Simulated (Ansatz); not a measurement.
# Mo (bcc type): the cost of one run

Program: Ansatz 0.2.0. Level of theory: DFT LDA, with the methods named in each step. These are calculated values, not measurements.

## (1) The system as given

Symmetry: Im-3m, No. 229, cubic system. The conventional cell has a = 3.111 Å, b = 3.111 Å, c = 3.111 Å, α = 90.00°, β = 90.00°, γ = 90.00°. Mo (site symmetry m-3m) is surrounded by 8 Mo at 2.69 Å.

Structure file:

```
CELL_PARAMETERS angstrom
-1.55565 1.55565 1.55565
1.55565 -1.55565 1.55565
1.55565 1.55565 -1.55565
ATOMIC_POSITIONS crystal
Mo 0.00000 0.00000 0.00000
```

Whether this phase is the stable one at these pressures isn't tested.

## (2) The reference volume, LAPW

input.yaml

```yaml
crystal:
  lattice:
    - [-1.5556535439, 1.5556535439, 1.5556535439]
    - [1.5556535439, -1.5556535439, 1.5556535439]
    - [1.5556535439, 1.5556535439, -1.5556535439]
  atoms:
    - { symbol: Mo, position: [0.0, 0.0, 0.0] }
kpoints:
  mp_grid: { grid: [19, 19, 19] }
  band_path:
    path:
      - [0.0, 0.0, 0.0]
      - [0.5, -0.5, 0.5]
      - [0.0, 0.0, 0.5]
      - [0.0, 0.0, 0.0]
      - [0.25, 0.25, 0.25]
      - [0.5, -0.5, 0.5]
      - [0.25, 0.25, 0.25]
      - [0.0, 0.0, 0.5]
    npoints: 14
scf:
  occupations: { method: fermi_dirac, width: 0.1 }
hamiltonian:
  xc: lda
  pseudopotentials: { kind: all_electron, lapw: { basis_error: 0.001 } }
output:
  forces: true
  stress: true
  eigenvalues: true
  populations: true
  dos: { projected: true, de: 0.2, e_range: [-14, 8] }
```

Run with:

```console
$ ansatz run input.yaml --threads 1 --pin off --max-ram 2048MiB --backend cpu --events-out ev --progress --plain --runs-dir out
```

What time and memory should one allow on 1 thread of Arm Neoverse V2, shared host?

About 17 s, with a peak of 0.38 GiB.
